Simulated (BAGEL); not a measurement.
# GeNH2F2 (SMILES [NH2][Ge]([F])[F]): ROHF/def2-SVP (density fitting with qzvpp-jkfit)

Aim: the vertical doublet–quartet gap of GeNH2F2 at ROHF/def2-SVP (density fitting with qzvpp-jkfit), from 2 runs. 

The calculation is run with BAGEL 1.2.2.

5 further runs of the same task are left out: 3 that didn't finish, 2 set aside as unsound or not needed. Runs told in other sessions of the task aren't counted.

## Step 1: The system as given

GeNH2F2 has 6 atoms, charge 0, and is taken as a doublet. As SMILES, `[NH2][Ge]([F])[F]`. The shape is that of a PBE0-D4/def2-TZVP optimisation. This is one conformer, not always the lowest.

Bond lengths: N1–Ge2 1.835 Å, Ge2–F3 1.736 Å, Ge2–F4 1.736 Å, N1–H5 1.013 Å, N1–H6 1.013 Å. Angles: N1–Ge2–F3 105.1°, N1–Ge2–F4 105.2°, F3–Ge2–F4 106.0°, Ge2–N1–H5 113.8°, Ge2–N1–H6 113.8°, H5–N1–H6 109.2°.

## Step 2: A single-point energy at ROHF/def2-SVP (density fitting with qzvpp-jkfit)

File hf.json:

```json
{ "bagel": [

{
  "title": "molecule",
  "basis": "svp",
  "df_basis": "qzvpp-jkfit",
  "angstrom": true,
  "geometry": [
    { "atom": "N", "xyz": [      -0.210000,       0.851700,      -0.337900 ] },
    { "atom": "Ge", "xyz": [      -0.063300,      -0.777400,       0.494800 ] },
    { "atom": "F", "xyz": [       1.530800,      -0.792600,       1.183100 ] },
    { "atom": "F", "xyz": [      -0.040400,      -1.943900,      -0.791100 ] },
    { "atom": "H", "xyz": [      -0.118800,       1.641600,       0.290300 ] },
    { "atom": "H", "xyz": [      -1.056300,       0.956600,      -0.885200 ] }
  ]
},

{
  "title": "rohf",
  "nopen": 1
},

{
  "title": "print",
  "file": "orbitals.molden",
  "orbitals": true
}

]}
```

Run with:

```sh
BAGEL_NUM_THREADS=1 BAGEL hf.json > hf.out
```

Standard output:

```text
* using 1 threads per process

  ===============================================================
  ===============================================================

  *** Geometry ***

  { "atom" : "N", "xyz" : [     -0.396842,      1.609480,     -0.638538 ] },
  { "atom" : "Ge", "xyz" : [     -0.119620,     -1.469073,      0.935036 ] },
  { "atom" : "F", "xyz" : [      2.892793,     -1.497797,      2.235735 ] },
  { "atom" : "F", "xyz" : [     -0.076345,     -3.673439,     -1.494962 ] },
  { "atom" : "H", "xyz" : [     -0.224499,      3.102174,      0.548587 ] },
  { "atom" : "H", "xyz" : [     -1.996118,      1.807712,     -1.672786 ] },

  Number of auxiliary basis functions:      533

  Since a DF basis is specified, we compute 2- and 3-index integrals:
    o Being stored without compression. Storage requirement is 0.030 GB

  Number of basis functions:       84
  Number of electrons      :       59

    * METHOD: MOLECULE                             0.27

  *** Open-shell HF ***

  === Nuclear Repulsion ===
   306.3013028252

      * DIIS with orbital gradients will be used.

  === ROHF iteration (svp) ===
      0      -2329.11956482          0.04608668           0.23
      1      -2329.30683962          0.03253154           0.22
      2      -2329.38560509          0.02109112           0.22
      3      -2329.44234255          0.00120847           0.23
      4      -2329.44310123          0.00066004           0.22
      5      -2329.44346363          0.00027901           0.22
      6      -2329.44358459          0.00010563           0.23
      7      -2329.44363186          0.00003102           0.23
      8      -2329.44364949          0.00001598           0.21
      9      -2329.44365059          0.00000519           0.22
     10      -2329.44365111          0.00000146           0.22
     11      -2329.44365144          0.00000060           0.21
     12      -2329.44365146          0.00000025           0.22
     13      -2329.44365149          0.00000015           0.22
     14      -2329.44365150          0.00000006           0.21
     15      -2329.44365151          0.00000003           0.22
     16      -2329.44365151          0.00000001           0.23
     17      -2329.44365152          0.00000000           0.23
    * SCF iteration converged.

    * S^2 (ROHF) is 0.7500

    * Permanent dipole moment:
           (    1.353290,    -0.931410,    -0.534333) a.u.

    * METHOD: ROHF                                 4.25

    * METHOD: PRINT                                0.01

  ===============================================================
```

It took 4.8 s on 1 thread of Arm Neoverse V2, shared host; peak memory 0.13 GiB.

## Step 3: The quartet

File job.json:

```json
{ "bagel": [

{
  "title": "molecule",
  "basis": "svp",
  "df_basis": "qzvpp-jkfit",
  "angstrom": true,
  "geometry": [
    { "atom": "N", "xyz": [      -0.210000,       0.851700,      -0.337900 ] },
    { "atom": "Ge", "xyz": [      -0.063300,      -0.777400,       0.494800 ] },
    { "atom": "F", "xyz": [       1.530800,      -0.792600,       1.183100 ] },
    { "atom": "F", "xyz": [      -0.040400,      -1.943900,      -0.791100 ] },
    { "atom": "H", "xyz": [      -0.118800,       1.641600,       0.290300 ] },
    { "atom": "H", "xyz": [      -1.056300,       0.956600,      -0.885200 ] }
  ]
},

{ "title": "rohf", "nopen": 3 },

{ "title": "print", "file": "orbitals.molden", "orbitals": true }

]}
```

Run with:

```sh
BAGEL_NUM_THREADS=1 BAGEL job.json > job.out
```

Standard output:

```text
* using 1 threads per process

  ===============================================================
  ===============================================================

  *** Geometry ***

  { "atom" : "N", "xyz" : [     -0.396842,      1.609480,     -0.638538 ] },
  { "atom" : "Ge", "xyz" : [     -0.119620,     -1.469073,      0.935036 ] },
  { "atom" : "F", "xyz" : [      2.892793,     -1.497797,      2.235735 ] },
  { "atom" : "F", "xyz" : [     -0.076345,     -3.673439,     -1.494962 ] },
  { "atom" : "H", "xyz" : [     -0.224499,      3.102174,      0.548587 ] },
  { "atom" : "H", "xyz" : [     -1.996118,      1.807712,     -1.672786 ] },

  Number of auxiliary basis functions:      533

  Since a DF basis is specified, we compute 2- and 3-index integrals:
    o Being stored without compression. Storage requirement is 0.030 GB

  Number of basis functions:       84
  Number of electrons      :       59

    * METHOD: MOLECULE                             0.27

  *** Open-shell HF ***

  === Nuclear Repulsion ===
   306.3013028252

      * DIIS with orbital gradients will be used.

  === ROHF iteration (svp) ===
      0      -2328.92063815          0.03951780           0.23
      1      -2329.06940925          0.02944652           0.23
      2      -2329.13579077          0.01967484           0.23
      3      -2329.18854959          0.00117667           0.23
      4      -2329.18952681          0.00059418           0.23
      5      -2329.18983094          0.00020524           0.23
      6      -2329.18992390          0.00010306           0.22
      7      -2329.18995705          0.00007050           0.23
      8      -2329.18996736          0.00004651           0.22
      9      -2329.18997728          0.00002470           0.21
     10      -2329.18997580          0.00001040           0.21
     11      -2329.18997284          0.00000492           0.23
     12      -2329.18997221          0.00000261           0.22
     13      -2329.18997228          0.00000139           0.21
     14      -2329.18997234          0.00000074           0.22
     15      -2329.18997239          0.00000048           0.23
     16      -2329.18997241          0.00000035           0.22
     17      -2329.18997242          0.00000026           0.23
     18      -2329.18997243          0.00000017           0.23
     19      -2329.18997241          0.00000011           0.23
     20      -2329.18997240          0.00000008           0.23
     21      -2329.18997239          0.00000006           0.24
     22      -2329.18997239          0.00000005           0.23
     23      -2329.18997239          0.00000004           0.23
     24      -2329.18997239          0.00000003           0.22
     25      -2329.18997239          0.00000002           0.22
     26      -2329.18997240          0.00000001           0.21
    * SCF iteration converged.

    * S^2 (ROHF) is 3.7500

    * Permanent dipole moment:
           (    0.657788,    -0.330659,    -0.332941) a.u.

    * METHOD: ROHF                                 6.30

    * METHOD: PRINT                                0.01

  ===============================================================
```

Wall time 6.9 s (1 thread of Arm Neoverse V2, shared host); peak memory 0.13 GiB.

## Step 4: Outcome

Level: ROHF/def2-SVP (density fitting with qzvpp-jkfit).

| quantity | value |
| --- | --- |
| doublet: total energy | -2329.44365 Eh |
| doublet: dipole moment | 4.39 D |
| doublet: ⟨S²⟩ | 0.750 |
| quartet: total energy | -2329.18997 Eh |
| quartet: dipole moment | 2.05 D |
| quartet: ⟨S²⟩ | 3.750 |
| vertical energy of the quartet above the doublet | 6.903 eV |

What this shows: At this shape the quartet lies 6.90 eV (159 kcal/mol) above the doublet.
